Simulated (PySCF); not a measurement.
**I⁺: excitation energies in aug-cc-pwCVTZ-PP with ECP28, part 1 of 2**

Each state of iodine is computed at each level; their differences give the excitation energy. How far do the methods differ?

The numbers are computed with PySCF 2.14.0 (unrestricted determinants in a Gaussian basis, no spin-orbit coupling in the energies), except any that are marked as measured or tabulated.

## (1) The system

* Element: iodine (Z = 53)
* Basis: aug-cc-pwCVTZ-PP with ECP28MDF (8s7p6d4f1g, 96 functions)
* Hamiltonian: a scalar-relativistic core potential
* State 1: I⁺: [Kr] 4d10 5s2 5p3 6s1, high-spin 5S determinant (an excited configuration)
* State 2: I⁺: [Kr] 4d10 5s2 5p3 5d1, high-spin 5D determinant (an excited configuration)
* Needed too, but not shown: I⁺ [Kr] 4d10 5s2 5p4 (3P)
* Methods: UHF, LDA, PBE, PBE0, r2SCAN, B2PLYP, HSE06, TPSS, CAM-B3LYP, MP2
* Core shells frozen in the correlated runs: valence: 4s2 4p6 4d10; valence and next inner shell: nothing (for I⁺)

The outer shells:

I+ [Kr] 4d10 5s2 5p3 6s1
```
[Kr] core
4d [↑↓][↑↓][↑↓][↑↓][↑↓]
5s [↑↓]
5p [↑ ][↑ ][↑ ]
6s [↑ ]
```

I+ [Kr] 4d10 5s2 5p3 5d1
```
[Kr] core
4d [↑↓][↑↓][↑↓][↑↓][↑↓]
5s [↑↓]
5p [↑ ][↑ ][↑ ]
5d [↑ ][  ][  ][  ][  ]
```

One driver process ran all states and methods and kept the integrals in memory. Each run is shown as a PySCF script that sums up its settings (the driver passes frozen orbitals as a list and adds second-order terms of double hybrids); the logs are those of the runs themselves. The driver starts from symmetry-adapted Hartree-Fock orbitals, holds the occupation by maximum overlap and uses a logarithmic radial grid for functionals, so a plain start would take other cycles.

The integrals over 96 functions and the set-up took 1.2 s of CPU time.

## (2) I⁺ [Kr] 4d10 5s2 5p3 6s1: the ladder of methods

UHF:

The input, input.py:

```python
from pyscf import gto, scf, dft, mp, cc
import basis_set_exchange as bse
txt = bse.get_basis("aug-cc-pwCVTZ-PP", elements=["I"], fmt="nwchem", header=False)
cut = txt.index("\nECP")
mol = gto.M(atom="I 0 0 0", charge=1, spin=4, symmetry="D2h",
            basis=gto.basis.parse(txt[:cut]),
            ecp={"I": gto.basis.parse_ecp(txt[cut:])})
mf = scf.UHF(mol)
mf.irrep_nelec = {'Ag': (5, 4), 'B1g': (1, 1), 'B2g': (1, 1), 'B3g': (1, 1), 'B1u': (2, 1), 'B2u': (2, 1), 'B3u': (2, 1)}
mf.kernel()
```

Log:

```text
damping factor = 0
level_shift factor = 0
DIIS = <class 'pyscf.scf.diis.CDIIS'>
diis_start_cycle = 1
diis_space = 10
diis_damp = 0
SCF conv_tol = 1e-09
SCF conv_tol_grad = None
number electrons alpha = 14  beta = 10
cycle= 1 E= -293.977137869965  delta_E= -3.14e-11  |g|= 2.62e-06  |ddm|= 4.19e-05
converged SCF energy = -293.977137869965  <S^2> = 6.0013924  2S+1 = 5.0005569
```

It used 1.2 s of CPU time after the integrals (shared host).

The occupied shells:

```csv
shell,electrons,mean orbital energy (eV),spread (eV),rms radius (bohr)
4s α,1,-225.29,0,0.796
4s β,1,-224.43,0,0.796
4p α,3,-166.02,0,0.854
4p β,3,-165.20,0,0.854
4d α,5,-76.862,0,0.995
4d β,5,-76.229,0,0.995
5s α,1,-39.523,0,2.03
5s β,1,-31.282,0,2.03
5p α,3,-24.486,0,2.38
6s α,1,-8.604,0,5.11
```

⟨S²⟩ = 6.001, ⟨L²⟩ = 0.00.

Energies and moments cover only the electrons outside the core potential.

LDA:

Changes to input.py:

```diff
@@ -7,3 +7,3 @@
             ecp={"I": gto.basis.parse_ecp(txt[cut:])})
-mf = scf.UHF(mol)
+mf = dft.UKS(mol, xc="LDA,VWN")
 mf.irrep_nelec = {'Ag': (5, 4), 'B1g': (1, 1), 'B2g': (1, 1), 'B3g': (1, 1), 'B1u': (2, 1), 'B2u': (2, 1), 'B3u': (2, 1)}
```

Log:

```text
damping factor = 0
level_shift factor = 0
DIIS = <class 'pyscf.scf.diis.CDIIS'>
diis_start_cycle = 1
diis_space = 10
diis_damp = 0
SCF conv_tol = 1e-09
SCF conv_tol_grad = None
number electrons alpha = 14  beta = 10
XC functionals = LDA,VWN
    P. A. M. Dirac.,  Math. Proc. Cambridge Philos. Soc. 26, 376 (1930)
    F. Bloch.,  Z. Phys. 57, 545 (1929)
    S. H. Vosko, L. Wilk, and M. Nusair.,  Can. J. Phys. 58, 1200 (1980)
cycle= 1 E= -294.516111372952  delta_E= -0.0113  |g|= 0.0745  |ddm|= 1.08
cycle= 2 E= -294.516481561262  delta_E= -0.00037  |g|= 0.0503  |ddm|= 0.146
cycle= 3 E= -294.516766249212  delta_E= -0.000285  |g|= 0.00303  |ddm|= 0.0583
cycle= 4 E= -294.516769457215  delta_E= -3.21e-06  |g|= 0.000173  |ddm|= 0.0138
cycle= 5 E= -294.516769463759  delta_E= -6.54e-09  |g|= 5.48e-06  |ddm|= 0.00152
cycle= 6 E= -294.516769463789  delta_E= -3.02e-11  |g|= 1.04e-07  |ddm|= 0.000157
converged SCF energy = -294.516769463789  <S^2> = 6.0004134  2S+1 = 5.0001654
```

It used 1.1 s of CPU time after the integrals (shared host).

PBE:

Changes to input.py:

```diff
@@ -7,3 +7,3 @@
             ecp={"I": gto.basis.parse_ecp(txt[cut:])})
-mf = dft.UKS(mol, xc="LDA,VWN")
+mf = dft.UKS(mol, xc="PBE")
 mf.irrep_nelec = {'Ag': (5, 4), 'B1g': (1, 1), 'B2g': (1, 1), 'B3g': (1, 1), 'B1u': (2, 1), 'B2u': (2, 1), 'B3u': (2, 1)}
```

Log:

```text
damping factor = 0
level_shift factor = 0
DIIS = <class 'pyscf.scf.diis.CDIIS'>
diis_start_cycle = 1
diis_space = 10
diis_damp = 0
SCF conv_tol = 1e-09
SCF conv_tol_grad = None
number electrons alpha = 14  beta = 10
XC functionals = PBE
    J. P. Perdew, K. Burke, and M. Ernzerhof.,  Phys. Rev. Lett. 77, 3865 (1996)
    J. P. Perdew, K. Burke, and M. Ernzerhof.,  Phys. Rev. Lett. 78, 1396 (1997)
    J. P. Perdew, K. Burke, and M. Ernzerhof.,  Phys. Rev. Lett. 77, 3865 (1996)
    J. P. Perdew, K. Burke, and M. Ernzerhof.,  Phys. Rev. Lett. 78, 1396 (1997)
cycle= 1 E= -294.937135524863  delta_E= -0.00712  |g|= 0.019  |ddm|= 0.881
cycle= 2 E= -294.937243380716  delta_E= -0.000108  |g|= 0.00596  |ddm|= 0.0931
cycle= 3 E= -294.937250775759  delta_E= -7.4e-06  |g|= 0.000336  |ddm|= 0.03
cycle= 4 E= -294.937250812101  delta_E= -3.63e-08  |g|= 0.000236  |ddm|= 0.00544
cycle= 5 E= -294.937250824469  delta_E= -1.24e-08  |g|= 6.88e-06  |ddm|= 0.000499
cycle= 6 E= -294.937250824501  delta_E= -3.19e-11  |g|= 1.43e-07  |ddm|= 0.000138
converged SCF energy = -294.937250824501  <S^2> = 6.0006128  2S+1 = 5.0002451
```

It used 1.6 s of CPU time after the integrals (shared host).

PBE0:

Changes to input.py:

```diff
@@ -7,3 +7,3 @@
             ecp={"I": gto.basis.parse_ecp(txt[cut:])})
-mf = dft.UKS(mol, xc="PBE")
+mf = dft.UKS(mol, xc="PBE0")
 mf.irrep_nelec = {'Ag': (5, 4), 'B1g': (1, 1), 'B2g': (1, 1), 'B3g': (1, 1), 'B1u': (2, 1), 'B2u': (2, 1), 'B3u': (2, 1)}
```

Log:

```text
damping factor = 0
level_shift factor = 0
DIIS = <class 'pyscf.scf.diis.CDIIS'>
diis_start_cycle = 1
diis_space = 10
diis_damp = 0
SCF conv_tol = 1e-09
SCF conv_tol_grad = None
number electrons alpha = 14  beta = 10
XC functionals = PBE0
    C. Adamo and V. Barone.,  J. Chem. Phys. 110, 6158 (1999)
    M. Ernzerhof and G. E. Scuseria.,  J. Chem. Phys. 110, 5029 (1999)
cycle= 1 E= -294.957409668357  delta_E= -0.00422  |g|= 0.0118  |ddm|= 0.63
cycle= 2 E= -294.957456968605  delta_E= -4.73e-05  |g|= 0.00152  |ddm|= 0.0952
cycle= 3 E= -294.95745877644  delta_E= -1.81e-06  |g|= 0.000424  |ddm|= 0.0297
cycle= 4 E= -294.957458900056  delta_E= -1.24e-07  |g|= 0.000251  |ddm|= 0.00751
cycle= 5 E= -294.95745891745  delta_E= -1.74e-08  |g|= 1.46e-05  |ddm|= 0.00274
cycle= 6 E= -294.957458917776  delta_E= -3.27e-10  |g|= 3.18e-07  |ddm|= 0.000611
converged SCF energy = -294.957458917776  <S^2> = 6.0007031  2S+1 = 5.0002812
```

It used 2.3 s of CPU time after the integrals (shared host).

r2SCAN:

Changes to input.py:

```diff
@@ -7,3 +7,3 @@
             ecp={"I": gto.basis.parse_ecp(txt[cut:])})
-mf = dft.UKS(mol, xc="PBE0")
+mf = dft.UKS(mol, xc="R2SCAN")
 mf.irrep_nelec = {'Ag': (5, 4), 'B1g': (1, 1), 'B2g': (1, 1), 'B3g': (1, 1), 'B1u': (2, 1), 'B2u': (2, 1), 'B3u': (2, 1)}
```

Log:

```text
damping factor = 0
level_shift factor = 0
DIIS = <class 'pyscf.scf.diis.CDIIS'>
diis_start_cycle = 1
diis_space = 10
diis_damp = 0
SCF conv_tol = 1e-09
SCF conv_tol_grad = None
number electrons alpha = 14  beta = 10
XC functionals = R2SCAN
    J. W. Furness, A. D. Kaplan, J. Ning, J. P. Perdew, and J. Sun.,  J. Phys. Chem. Lett. 11, 8208-8215 (2020)
    J. W. Furness, A. D. Kaplan, J. Ning, J. P. Perdew, and J. Sun.,  J. Phys. Chem. Lett. 11, 9248-9248 (2020)
    J. W. Furness, A. D. Kaplan, J. Ning, J. P. Perdew, and J. Sun.,  J. Phys. Chem. Lett. 11, 8208-8215 (2020)
    J. W. Furness, A. D. Kaplan, J. Ning, J. P. Perdew, and J. Sun.,  J. Phys. Chem. Lett. 11, 9248-9248 (2020)
cycle= 1 E= -295.056069445338  delta_E= -0.00543  |g|= 0.0113  |ddm|= 0.57
cycle= 2 E= -295.056118709264  delta_E= -4.93e-05  |g|= 0.0066  |ddm|= 0.07
cycle= 3 E= -295.056128269847  delta_E= -9.56e-06  |g|= 0.00173  |ddm|= 0.0223
cycle= 4 E= -295.056128771487  delta_E= -5.02e-07  |g|= 0.000172  |ddm|= 0.0083
cycle= 5 E= -295.056128802342  delta_E= -3.09e-08  |g|= 1.78e-05  |ddm|= 0.0036
cycle= 6 E= -295.05612880289  delta_E= -5.48e-10  |g|= 1.4e-06  |ddm|= 0.000674
converged SCF energy = -295.05612880289  <S^2> = 6.0010439  2S+1 = 5.0004175
```

CPU time 4.1 s on a shared host, the integrals not counted.

B2PLYP:

Changes to input.py:

```diff
@@ -7,3 +7,3 @@
             ecp={"I": gto.basis.parse_ecp(txt[cut:])})
-mf = dft.UKS(mol, xc="R2SCAN")
+mf = dft.UKS(mol, xc="0.53*HF + 0.47*B88, 0.73*LYP")
 mf.irrep_nelec = {'Ag': (5, 4), 'B1g': (1, 1), 'B2g': (1, 1), 'B3g': (1, 1), 'B1u': (2, 1), 'B2u': (2, 1), 'B3u': (2, 1)}
```

Log:

```text
damping factor = 0
level_shift factor = 0
DIIS = <class 'pyscf.scf.diis.CDIIS'>
diis_start_cycle = 1
diis_space = 10
diis_damp = 0
SCF conv_tol = 1e-09
SCF conv_tol_grad = None
number electrons alpha = 14  beta = 10
XC functionals = 0.53*HF + 0.47*B88, 0.73*LYP
    A. D. Becke.,  Phys. Rev. A 38, 3098 (1988)
    C. Lee, W. Yang, and R. G. Parr.,  Phys. Rev. B 37, 785 (1988)
    B. Miehlich, A. Savin, H. Stoll, and H. Preuss.,  Chem. Phys. Lett. 157, 200 (1989)
cycle= 1 E= -294.645540290084  delta_E= -0.00206  |g|= 0.00874  |ddm|= 0.381
cycle= 2 E= -294.645574384212  delta_E= -3.41e-05  |g|= 0.0027  |ddm|= 0.088
cycle= 3 E= -294.64557656203  delta_E= -2.18e-06  |g|= 0.00123  |ddm|= 0.0279
cycle= 4 E= -294.645576896511  delta_E= -3.34e-07  |g|= 9.21e-05  |ddm|= 0.00818
cycle= 5 E= -294.645576916623  delta_E= -2.01e-08  |g|= 1.18e-05  |ddm|= 0.00412
cycle= 6 E= -294.645576916846  delta_E= -2.23e-10  |g|= 1.06e-06  |ddm|= 0.000445
converged SCF energy = -294.645576916846  <S^2> = 6.0007029  2S+1 = 5.0002811
```

CPU time 2.8 s on a shared host, the integrals not counted.

Script and log cover the SCF part. The PT2 part, added by the driver, -0.10155 hartree before scaling by 0.27, brings the total to -294.672996 hartree.

HSE06:

Changes to input.py:

```diff
@@ -7,3 +7,3 @@
             ecp={"I": gto.basis.parse_ecp(txt[cut:])})
-mf = dft.UKS(mol, xc="0.53*HF + 0.47*B88, 0.73*LYP")
+mf = dft.UKS(mol, xc="HSE06")
 mf.irrep_nelec = {'Ag': (5, 4), 'B1g': (1, 1), 'B2g': (1, 1), 'B3g': (1, 1), 'B1u': (2, 1), 'B2u': (2, 1), 'B3u': (2, 1)}
```

Log:

```text
damping factor = 0
level_shift factor = 0
DIIS = <class 'pyscf.scf.diis.CDIIS'>
diis_start_cycle = 1
diis_space = 10
diis_damp = 0
SCF conv_tol = 1e-09
SCF conv_tol_grad = None
number electrons alpha = 14  beta = 10
XC functionals = HSE06
    J. Heyd, G. E. Scuseria, and M. Ernzerhof.,  J. Chem. Phys. 118, 8207 (2003)
    J. Heyd, G. E. Scuseria, and M. Ernzerhof.,  J. Chem. Phys. 124, 219906 (2006)
    A. V. Krukau, O. A. Vydrov, A. F. Izmaylov, and G. E. Scuseria.,  J. Chem. Phys. 125, 224106 (2006)
cycle= 1 E= -294.953799786535  delta_E= -0.00429  |g|= 0.0113  |ddm|= 0.746
cycle= 2 E= -294.953850055309  delta_E= -5.03e-05  |g|= 0.00193  |ddm|= 0.0718
cycle= 3 E= -294.953851988376  delta_E= -1.93e-06  |g|= 0.000941  |ddm|= 0.0243
cycle= 4 E= -294.953852164763  delta_E= -1.76e-07  |g|= 0.00019  |ddm|= 0.00241
cycle= 5 E= -294.953852174647  delta_E= -9.88e-09  |g|= 5.83e-06  |ddm|= 0.00226
cycle= 6 E= -294.953852174697  delta_E= -5.04e-11  |g|= 1.94e-07  |ddm|= 0.000224
converged SCF energy = -294.953852174697  <S^2> = 6.0005941  2S+1 = 5.0002377
```

CPU time 4.2 s on a shared host, the integrals not counted.

TPSS:

Changes to input.py:

```diff
@@ -7,3 +7,3 @@
             ecp={"I": gto.basis.parse_ecp(txt[cut:])})
-mf = dft.UKS(mol, xc="HSE06")
+mf = dft.UKS(mol, xc="TPSS")
 mf.irrep_nelec = {'Ag': (5, 4), 'B1g': (1, 1), 'B2g': (1, 1), 'B3g': (1, 1), 'B1u': (2, 1), 'B2u': (2, 1), 'B3u': (2, 1)}
```

Log:

```text
damping factor = 0
level_shift factor = 0
DIIS = <class 'pyscf.scf.diis.CDIIS'>
diis_start_cycle = 1
diis_space = 10
diis_damp = 0
SCF conv_tol = 1e-09
SCF conv_tol_grad = None
number electrons alpha = 14  beta = 10
XC functionals = TPSS
    J. Tao, J. P. Perdew, V. N. Staroverov, and G. E. Scuseria.,  Phys. Rev. Lett. 91, 146401 (2003)
    J. P. Perdew, J. Tao, V. N. Staroverov, and G. E. Scuseria.,  J. Chem. Phys. 120, 6898 (2004)
    J. Tao, J. P. Perdew, V. N. Staroverov, and G. E. Scuseria.,  Phys. Rev. Lett. 91, 146401 (2003)
    J. P. Perdew, J. Tao, V. N. Staroverov, and G. E. Scuseria.,  J. Chem. Phys. 120, 6898 (2004)
cycle= 1 E= -294.828456701989  delta_E= -0.00582  |g|= 0.0219  |ddm|= 0.704
cycle= 2 E= -294.828529968639  delta_E= -7.33e-05  |g|= 0.0108  |ddm|= 0.0957
cycle= 3 E= -294.828542448802  delta_E= -1.25e-05  |g|= 0.00148  |ddm|= 0.0265
cycle= 4 E= -294.828543099706  delta_E= -6.51e-07  |g|= 0.000302  |ddm|= 0.0147
cycle= 5 E= -294.828543143206  delta_E= -4.35e-08  |g|= 1.55e-05  |ddm|= 0.00455
cycle= 6 E= -294.828543143721  delta_E= -5.15e-10  |g|= 6.79e-07  |ddm|= 0.000842
converged SCF energy = -294.828543143721  <S^2> = 6.0007701  2S+1 = 5.000308
```

CPU time 4.2 s on a shared host, the integrals not counted.

CAM-B3LYP:

Changes to input.py:

```diff
@@ -7,3 +7,3 @@
             ecp={"I": gto.basis.parse_ecp(txt[cut:])})
-mf = dft.UKS(mol, xc="TPSS")
+mf = dft.UKS(mol, xc="CAMB3LYP")
 mf.irrep_nelec = {'Ag': (5, 4), 'B1g': (1, 1), 'B2g': (1, 1), 'B3g': (1, 1), 'B1u': (2, 1), 'B2u': (2, 1), 'B3u': (2, 1)}
```

Log:

```text
damping factor = 0
level_shift factor = 0
DIIS = <class 'pyscf.scf.diis.CDIIS'>
diis_start_cycle = 1
diis_space = 10
diis_damp = 0
SCF conv_tol = 1e-09
SCF conv_tol_grad = None
number electrons alpha = 14  beta = 10
XC functionals = CAMB3LYP
    T. Yanai, D. P. Tew, and N. C. Handy.,  Chem. Phys. Lett. 393, 51 (2004)
cycle= 1 E= -294.936572364862  delta_E= -0.00576  |g|= 0.0126  |ddm|= 0.57
cycle= 2 E= -294.936653084423  delta_E= -8.07e-05  |g|= 0.00169  |ddm|= 0.145
cycle= 3 E= -294.936658746855  delta_E= -5.66e-06  |g|= 0.00039  |ddm|= 0.0537
cycle= 4 E= -294.936659162506  delta_E= -4.16e-07  |g|= 5.47e-05  |ddm|= 0.0179
cycle= 5 E= -294.936659170627  delta_E= -8.12e-09  |g|= 5.9e-06  |ddm|= 0.00292
cycle= 6 E= -294.936659170638  delta_E= -1.11e-11  |g|= 2.92e-06  |ddm|= 8.04e-05
converged SCF energy = -294.936659170638  <S^2> = 6.0005031  2S+1 = 5.0002012
```

CPU time 4.2 s on a shared host, the integrals not counted.

## (3) I⁺ [Kr] 4d10 5s2 5p3 6s1, continued

MP2 (valence):

input.py: that of step 2 with these lines changed.

```diff
@@ -7,4 +7,5 @@
             ecp={"I": gto.basis.parse_ecp(txt[cut:])})
-mf = dft.UKS(mol, xc="CAMB3LYP")
+mf = scf.UHF(mol)
 mf.irrep_nelec = {'Ag': (5, 4), 'B1g': (1, 1), 'B2g': (1, 1), 'B3g': (1, 1), 'B1u': (2, 1), 'B2u': (2, 1), 'B3u': (2, 1)}
 mf.kernel()
+mp.UMP2(mf, frozen=9).kernel()
```

This step left no log, only its results.

CPU time 0.53 s on a shared host, the integrals not counted.

With 6 electrons correlated, the MP2 correlation energy is -0.08372 hartree (-0.02726 same spin, -0.05646 opposite spin); the SCS form gives -0.07684. Largest pairs of shells: 5s-5p -0.0457, 5p-5p -0.0147, 5p-6s -0.0093, 5s-5s -0.0081, 5s-6s -0.0059.

MP2 (valence and next inner shell):

Changes to input.py:

```diff
@@ -10,2 +10,2 @@
 mf.kernel()
-mp.UMP2(mf, frozen=9).kernel()
+mp.UMP2(mf, frozen=0).kernel()
```

This step left no log, only its results.

It used 1.1 s of CPU time after the integrals (shared host).

With 24 electrons correlated, the MP2 correlation energy is -0.87283 hartree (-0.30592 same spin, -0.56691 opposite spin); the SCS form gives -0.78227. Largest pairs of shells: 4d-4d -0.3776, 4p-4d -0.1303, 4d-5p -0.0792, 4d-5s -0.0765, 5s-5p -0.0457.

Radial density 4πr²ρ of I⁺ at UHF, the electrons outside the core potential:

| r (bohr) | density | spin density |
| --- | --- | --- |
| 0.00215 | 1.48e-05 | 0.000 |
| 0.00362 | 4.09e-05 | 0.000 |
| 0.00608 | 0.000108 | 0.000 |
| 0.0102 | 0.000257 | 0.000 |
| 0.0172 | 0.000515 | 0.000 |
| 0.0289 | 0.000899 | 0.000 |
| 0.0487 | 0.00140 | 0.000 |
| 0.0819 | 0.00371 | 0.000 |
| 0.138 | 0.0268 | 0.001 |
| 0.232 | 0.349 | 0.007 |
| 0.390 | 5.53 | 0.131 |
| 0.655 | 26.5 | 0.355 |
| 1.10 | 13.4 | 0.131 |
| 1.85 | 3.94 | 1.839 |
| 3.12 | 0.960 | 0.749 |
| 5.25 | 0.270 | 0.268 |
| 8.82 | 0.0133 | 0.013 |

(Continued in part 2 of 2.)
